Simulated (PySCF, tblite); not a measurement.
# C6H10GeS: geometry, infrared bands and NMR shifts

Wanted: the infrared bands and NMR shifts of C6H10GeS (`C#C[C@@]1([S][GeH3])C[C@@H]1C`), by calculation.

Computed with tblite 0.8.0 and PySCF 2.14.0, with density-fitted response routines of our own, on a single molecule in the gas phase. Atoms count from 0, in the outputs and in this text.

### 1 The starting structure

18 atoms, charge 0, multiplicity 1; geometry from: force field or distance geometry start.

Bonds of the start (Å): C0–C1 1.20, C1–C2 1.50, C2–S3 1.78, S3–Ge4 2.22, C2–C5 1.52, C5–C6 1.53, C6–C7 1.54, C6–C2 1.50, C0–H8 1.06, Ge4–H9 1.57, Ge4–H10 1.54, Ge4–H11 1.53, C5–H12 1.13, C5–H13 1.11, C6–H14 1.09, C7–H15 1.09, C7–H16 1.13, C7–H17 1.13.

### 2 Relaxing the molecule with GFN2-xTB

Job settings and geometry (Å):

```
{"job": {"kind": "relax", "xc": "GFN2-xTB", "basis": "xTB"}, "charge": 0, "multiplicity": 1}
C      0.219000     2.364300    -2.089300
C     -0.133800     1.612700    -1.220900
C     -0.545400     0.687300    -0.116000
S      0.294500     0.852600     1.449100
Ge     2.395800     0.208700     1.116500
C     -1.986900     0.221000    -0.209100
C     -0.832800    -0.736300    -0.508900
C     -0.682900    -1.780500     0.608400
H      0.507700     3.040700    -2.854200
H      2.387900    -0.880600    -0.012900
H      3.188100     1.429700     0.611600
H      3.027600    -0.467900     2.340700
H     -2.560000     0.064300     0.747300
H     -2.571900     0.545200    -1.097000
H     -0.627200    -1.036000    -1.532100
H      0.343300    -2.107700     0.766600
H     -1.059700    -1.359500     1.588800
H     -1.372000    -2.651900     0.399800
```

Run with:

```
OMP_NUM_THREADS=1 python probes_run.py task.json out
```

This one command runs all jobs of the session in turn.

The program printed:

```text
step      E/eV     max force
  0    -626.50125    2.470
  1    -626.70699    2.292
  2    -626.70181    5.267
  3    -626.84658    0.753
  4    -626.87415    0.585
  5    -626.92822    0.574
  6    -626.95225    0.421
  7    -626.97525    0.286
  8    -626.98683    0.235
  9    -626.99876    0.215
 10    -627.00925    0.278
 11    -627.01909    0.242
 12    -627.02752    0.254
 13    -627.03554    0.236
 14    -627.04334    0.233
 15    -627.05040    0.205
 16    -627.05478    0.154
 17    -627.05685    0.097
 18    -627.05828    0.084
 19    -627.05985    0.102
 20    -627.06174    0.144
 21    -627.06382    0.158
 22    -627.06592    0.127
 23    -627.06794    0.102
 24    -627.06982    0.085
 25    -627.07154    0.099
 26    -627.07320    0.106
 27    -627.07495    0.107
 28    -627.07683    0.101
 29    -627.07862    0.103
 30    -627.08015    0.091
 31    -627.08155    0.099
 32    -627.08309    0.116
 33    -627.08495    0.104
 34    -627.08706    0.109
 35    -627.08912    0.123
 36    -627.09082    0.090
 37    -627.09214    0.080
 38    -627.09330    0.080
 39    -627.09443    0.093
 40    -627.09554    0.098
 41    -627.09657    0.086
 42    -627.09750    0.069
 43    -627.09832    0.059
 44    -627.09901    0.075
 45    -627.09952    0.059
 46    -627.09990    0.051
 47    -627.10022    0.050
 48    -627.10053    0.040
 49    -627.10078    0.048
 50    -627.10099    0.051
 51    -627.10120    0.042
 52    -627.10153    0.041
 53    -627.10193    0.053
 54    -627.10228    0.047
 55    -627.10256    0.035
 56    -627.10280    0.036
 57    -627.10309    0.040
 58    -627.10345    0.051
 59    -627.10381    0.042
 60    -627.10411    0.039
 61    -627.10438    0.042
 62    -627.10465    0.042
 63    -627.10494    0.048
 64    -627.10526    0.067
 65    -627.10562    0.068
 66    -627.10602    0.059
 67    -627.10643    0.064
 68    -627.10682    0.061
 69    -627.10726    0.069
 70    -627.10779    0.077
 71    -627.10835    0.078
 72    -627.10879    0.062
 73    -627.10904    0.027
 74    -627.10920    0.028
 75    -627.10937    0.039
 76    -627.10958    0.049
 77    -627.10980    0.037
 78    -627.11001    0.031
 79    -627.11021    0.033
 80    -627.11047    0.054
 81    -627.11077    0.064
 82    -627.11109    0.048
 83    -627.11136    0.044
 84    -627.11160    0.044
 85    -627.11186    0.050
 86    -627.11218    0.050
 87    -627.11251    0.061
 88    -627.11278    0.059
 89    -627.11293    0.034
 90    -627.11302    0.023
 91    -627.11311    0.029
 92    -627.11322    0.051
 93    -627.11337    0.062
 94    -627.11357    0.055
 95    -627.11379    0.039
 96    -627.11398    0.026
 97    -627.11412    0.036
 98    -627.11426    0.044
 99    -627.11443    0.043
100    -627.11462    0.031
101    -627.11476    0.028
102    -627.11485    0.025
103    -627.11493    0.020
104    -627.11500    0.018
105    -627.11506    0.014
106    -627.11509    0.023
107    -627.11512    0.016
108    -627.11515    0.015
109    -627.11524    0.023
110    -627.11536    0.034
111    -627.11553    0.042
112    -627.11577    0.042
113    -627.11609    0.041
114    -627.11647    0.050
115    -627.11677    0.047
116    -627.11703    0.046
117    -627.11717    0.029
118    -627.11732    0.020
119    -627.11738    0.020
120    -627.11746    0.020
121    -627.11751    0.018
122    -627.11756    0.014
123    -627.11758    0.010
124    -627.11759    0.008
```

Wall time 1 s (1 thread of Arm Neoverse V1, shared host); peak memory 0.18 GiB.

Relaxation path: (not every step is listed) (the energy doesn't fall at every step)

```tsv
step	energy from step 0 (eV)	largest force (eV/Å)
0	0.0000	2.4695
1	-0.2057	2.2919
2	-0.2006	5.2674
3	-0.3453	0.7534
4	-0.3729	0.5851
5	-0.4270	0.5743
6	-0.4510	0.4215
7	-0.4740	0.2864
8	-0.4856	0.2350
19	-0.5586	0.1021
30	-0.5789	0.0914
41	-0.5953	0.0859
52	-0.6003	0.0411
63	-0.6037	0.0477
74	-0.6079	0.0275
85	-0.6106	0.0497
96	-0.6127	0.0262
107	-0.6139	0.0159
118	-0.6161	0.0198
119	-0.6161	0.0202
120	-0.6162	0.0200
121	-0.6163	0.0177
122	-0.6163	0.0142
123	-0.6163	0.0104
124	-0.6163	0.0078
```

Distances of close pairs at the start and the end, largest changes first:

```tsv
bond	before (Å)	after (Å)	change (Å)
C1–C2	1.499	1.423	-0.076
Ge4–H9	1.569	1.502	-0.067
C5–H12	1.126	1.080	-0.046
C7–H16	1.132	1.087	-0.044
C2–S3	1.784	1.826	+0.042
C7–H17	1.130	1.089	-0.042
Ge4–H10	1.541	1.500	-0.040
Ge4–H11	1.535	1.497	-0.038
```

The next job starts from the end point, and lists it.

### 3 Harmonic vibrations with GFN2-xTB

Job settings and geometry (Å):

```
{"job": {"kind": "ir", "xc": "GFN2-xTB", "basis": "xTB"}, "charge": 0, "multiplicity": 1}
C      0.557192     2.117535    -1.904892
C      0.035957     1.413943    -1.084505
C     -0.522130     0.580294    -0.075544
S      0.247278     0.826841     1.562415
Ge     2.346249     0.494613     1.001781
C     -1.998764     0.284035    -0.090324
C     -1.026837    -0.795148    -0.453891
C     -0.819460    -1.975354     0.457287
H      0.981066     2.737016    -2.637658
H      2.469434    -0.703951     0.105474
H      2.939700     1.674569     0.289921
H      3.105153     0.250843     2.269178
H     -2.487644     0.216296     0.869973
H     -2.596969     0.744054    -0.863447
H     -0.935413    -1.032842    -1.509257
H      0.196797    -2.359604     0.361909
H     -0.986973    -1.694540     1.494223
H     -1.513395    -2.772282     0.195699
```

The program printed:

```text
mode    cm-1     km/mol
  1      40.7      1.14
  2      70.7      0.10
  3     110.6      0.41
  4     120.0      0.24
  5     139.8      0.52
  6     150.2      0.08
  7     202.3      1.28
  8     240.6      1.69
  9     333.9      2.83
 10     410.7     18.24
 11     422.9      3.91
 12     438.2      5.83
 13     461.1     10.61
 14     495.6     58.55
 15     509.4     20.26
 16     542.1     27.26
 17     642.3     16.03
 18     659.7     21.06
 19     750.5    535.75
 20     822.0    138.73
 21     832.0     13.14
 22     847.8    114.61
 23     855.7      4.22
 24     900.5     10.67
 25     950.2      3.52
 26     999.7      7.56
 27    1059.7      0.72
 28    1083.1      7.09
 29    1103.2      9.09
 30    1165.0      0.82
 31    1179.1      6.13
 32    1260.9      1.42
 33    1387.0      1.00
 34    1413.4      8.28
 35    1456.9      5.89
 36    1485.2      6.56
 37    1490.4      4.71
 38    1932.1     91.48
 39    2010.3    425.80
 40    2045.9    411.58
 41    2261.8     14.28
 42    2997.1     29.02
 43    3019.8     15.02
 44    3025.2     35.86
 45    3044.9     25.62
 46    3081.6     14.66
 47    3101.2     17.44
 48    3393.8      8.83
```

Wall time 0.77 s (1 thread of Arm Neoverse V1, shared host); peak memory 0.18 GiB.

Which atoms move in the most intense modes:

```tsv
cm⁻¹	km/mol	atoms
496	58.5	H10 49 %, H9 33 %
750	535.8	H11 37 %, H9 34 %, H10 26 %
822	138.7	H11 51 %, H9 30 %, H10 17 %
848	114.6	H10 48 %, H9 34 %, H11 12 %
1932	91.5	H9 46 %, H10 32 %, H11 22 %
2010	425.8	H10 58 %, H9 41 %
2046	411.6	H11 77 %, H9 12 %
3025	35.9	H17 61 %, H14 29 %
```

### 4 NMR shieldings: PBE0/pcSseg-1

The job, as its differences from that of step 3:

```diff
@@ -1,2 +1,2 @@
-{"job": {"kind": "ir", "xc": "GFN2-xTB", "basis": "xTB"}, "charge": 0, "multiplicity": 1}
+{"job": {"kind": "nmr", "xc": "PBE0", "basis": "pcSseg-1"}, "charge": 0, "multiplicity": 1}
 C      0.557192     2.117535    -1.904892
```

Method: GIAO PBE0/pcSseg-1 NMR shielding, non-relativistic, gas phase.

The program printed:

```text
coarse grid: 69536 points
cycle   1  E = -2708.7241074168  dE =  4.622e-01  |g| = 9.313e-01  |ddm| = 4.202e+00
cycle   2  E = -2708.7100637197  dE =  1.404e-02  |g| = 9.342e-01  |ddm| = 1.218e+00
cycle   3  E = -2708.8053799402  dE = -9.532e-02  |g| = 1.040e-01  |ddm| = 6.948e-01
cycle   4  E = -2708.8061331112  dE = -7.532e-04  |g| = 7.081e-02  |ddm| = 1.691e-01
cycle   5  E = -2708.8072997273  dE = -1.167e-03  |g| = 1.817e-02  |ddm| = 7.116e-02
cycle   6  E = -2708.8073810675  dE = -8.134e-05  |g| = 3.129e-03  |ddm| = 2.341e-02
cycle   7  E = -2708.8073836443  dE = -2.577e-06  |g| = 9.669e-04  |ddm| = 4.998e-03
final grid: 145752 points
cycle   8  E = -2708.8074265425  dE =  1.942e-08  |g| = 1.140e-03  |ddm| = 5.219e-03
cycle   9  E = -2708.8074262430  dE =  2.995e-07  |g| = 1.557e-03  |ddm| = 3.163e-03
cycle  10  E = -2708.8074268438  dE = -6.008e-07  |g| = 3.652e-04  |ddm| = 1.929e-03
cycle  11  E = -2708.8074268762  dE = -3.232e-08  |g| = 3.680e-05  |ddm| = 3.304e-04
cycle  12  E = -2708.8074268765  dE = -3.770e-10  |g| = 8.309e-06  |ddm| = 6.381e-05
converged SCF energy = -2708.8074268765

GIAO shielding tensors (ppm)
atom      isotropic    diamagn.    paramagn.     s11        s22        s33       span
  0 C      110.359     259.858    -149.499     43.307     49.832    237.939    194.633
  1 C       95.734     252.800    -157.066     -8.933     -2.400    298.535    307.469
  2 C      162.634     252.391     -89.757    132.998    146.155    208.749     75.750
  3 S      622.809    1056.995    -434.186    456.524    516.432    895.472    438.947
  4 Ge    1499.971    2756.502   -1256.531   1360.314   1478.740   1660.860    300.546
  5 C      159.586     253.711     -94.125    129.996    159.508    189.255     59.258
  6 C      160.012     249.399     -89.387    122.241    165.206    192.590     70.348
  7 C      169.140     244.933     -75.792    156.443    164.560    186.418     29.976
  8 H       29.868      34.871      -5.002     24.316     24.867     40.422     16.106
  9 H       27.282      29.841      -2.559     19.783     24.202     37.861     18.078
 10 H       27.028      29.344      -2.316     19.757     22.771     38.557     18.800
 11 H       27.487      28.608      -1.121     20.614     21.826     40.022     19.407
 12 H       31.208      31.782      -0.574     25.310     29.439     38.875     13.565
 13 H       30.382      31.544      -1.162     24.713     26.925     39.508     14.795
 14 H       30.361      31.777      -1.416     24.042     28.303     38.737     14.695
 15 H       30.115      29.735       0.381     24.428     29.551     36.367     11.939
 16 H       30.620      29.704       0.917     25.307     30.885     35.669     10.362
 17 H       30.181      27.354       2.828     25.011     27.033     38.499     13.488
```

Wall time 57 s (1 thread of Arm Neoverse V1, shared host); peak memory 1.1 GiB.

Shifts follow as δ = σ(reference) − σ, with reference shieldings (ppm) from runs at the same level and on the same kind of geometry: ¹H TMS 31.72, ¹³C TMS 186.9, ³³S CS2 504, ⁷³Ge GeMe4 1331. The references are single molecules in the gas phase. Atoms listed in one row are averaged.

```tsv
atoms	environment	σ (ppm)	δ (ppm)
C1	alkyne carbon	95.7	91.2
C0	terminal alkyne carbon	110.4	76.6
C5	three-membered-ring carbon	159.6	27.3
C6	three-membered-ring carbon	160.0	26.9
C2	three-membered-ring carbon	162.6	24.3
C7	methyl carbon	169.1	17.8
H9, H10, H11	hydrogen on a germanium bonded to S	27.27	4.45
H8	hydrogen on a terminal alkyne carbon	29.87	1.85
H15, H16, H17	hydrogen on a methyl carbon	30.31	1.41
H14	hydrogen on a three-membered-ring carbon	30.36	1.36
H13	hydrogen on a three-membered-ring carbon	30.38	1.34
H12	hydrogen on a three-membered-ring carbon	31.21	0.51
S3	sulfur bonded to C, Ge	623	-119
Ge4	germanium bonded to S, 3 H	1500	-169
```

Charges from the same density, by scheme (e):

```tsv
atoms	Mulliken	IAO	Hirshfeld	ESP fit
C0	-0.36	-0.25	-0.11	-0.36
C1	0.52	-0.04	-0.05	-0.12
C2	-0.65	-0.09	0.00	0.25
S3	-0.09	-0.14	-0.06	-0.24
Ge4	0.19	0.44	0.28	0.25
C5	-0.04	-0.27	-0.08	-0.49
C6	-0.23	-0.11	-0.03	0.10
C7	-0.17	-0.42	-0.12	-0.45
```

Mayer bond orders: C0–C1 2.41, C1–C2 0.94, C2–S3 1.08, S3–Ge4 0.96, C2–C5 0.93, C5–C6 0.94, C6–C7 1.05, C6–C2 0.85.

Ring of atoms C2, C5, C6: NICS(0) -43.7, NICS(1) -8.5, NICS(1)zz -19.9 ppm (means of both faces).

In rings of three or four atoms NICS is ruled by the nearby σ bonds, so it says little on aromaticity.

Orbitals, density, ELF and potential are computed afterwards from the orbital file.

Frontier orbitals at PBE0/pcSseg-1, with the share of their density that lies nearest to each atom:

```tsv
orbital	energy (eV)	lies on
HOMO	-6.83	S3 63 %; C2, C6 about 6 % each
LUMO	0.09	S3 35 %; C2 14 %; C0, C1 about 10 % each
```

ELF in a plane through or near 6 of the atoms.

Ten even steps from '0' (0.00) to '9' (1.00):
```
0000000000000000000000000000
0000000000000000000000000000
0000000000000000000000000000
0000000000000000027997100000
0000000000000000069999710000
0000000036610000159999610000
0000000299970022222265200000
0000000299970165426614420000
0000000047620256723259995000
0000000000111464443599997000
0000000025545254100169993000
0000000146348157431000100000
0000000147446586676410000000
0000000289992056887530000000
0000000399991046776420000000
0000000048830024553200000000
0000000000000001211000000000
0000000000000000000000000000
0000000000000000000000000000
0000000000000000000000000000
```
The map spans 11.9 Å across and 11.1 Å up, centred on the molecule. Atoms in the plane (x, y in Å): C2 (-0.1, -0.6), Ge4 (2.2, 1.4), C5 (-1.5, -1.1), H11 (2.6, 2.7), H13 (-1.7, -2.2), H16 (-1.8, 1.6).

On the surface of density 0.002 e/bohr³ the electrostatic potential runs, from the 1st to the 99th percentile, from -1.00 V near S3 to 1.28 V near H8.

### 5 Results

| quantity | value |
| --- | --- |
| strongest single infrared mode (GFN2-xTB) | 750 cm⁻¹, 536 km/mol |
| zero-point energy (GFN2-xTB) | 81.4 kcal/mol |
| ¹³C shifts against TMS (PBE0/pcSseg-1) | 91.2, 76.6, 27.3, 26.9, 24.3, 17.8 ppm |
| ¹H shifts against TMS (PBE0/pcSseg-1, means over atoms taken as alike) | 4.45, 1.85, 1.41, 1.36, 1.34, 0.51 ppm |
| ³³S shifts against CS2 (PBE0/pcSseg-1) | -119 ppm |
| ⁷³Ge shifts against GeMe4 (PBE0/pcSseg-1) | -169 ppm |
| surface potential, 1st and 99th percentile | -1.00 V and 1.28 V |

**Reading.** Over 124 steps the energy fell by 0.616 eV; of the close pairs, C1–C2 changed most, 1.499 to 1.423 Å. All 48 modes are real, so the xTB geometry is a minimum. The strongest single mode, at 750 cm⁻¹, is spread over several atoms, H11, H9, H10 among them. GFN2-xTB is a fitted tight-binding method: band positions and strengths are rough. Its intensities can rank the bands wrongly. At PBE0/pcSseg-1: Shielding is most anisotropic at S3 (span 439 ppm, paramagnetic term -434 ppm). Spin-orbit coupling is left out, which matters for shieldings and couplings at and beside the heavy atoms.
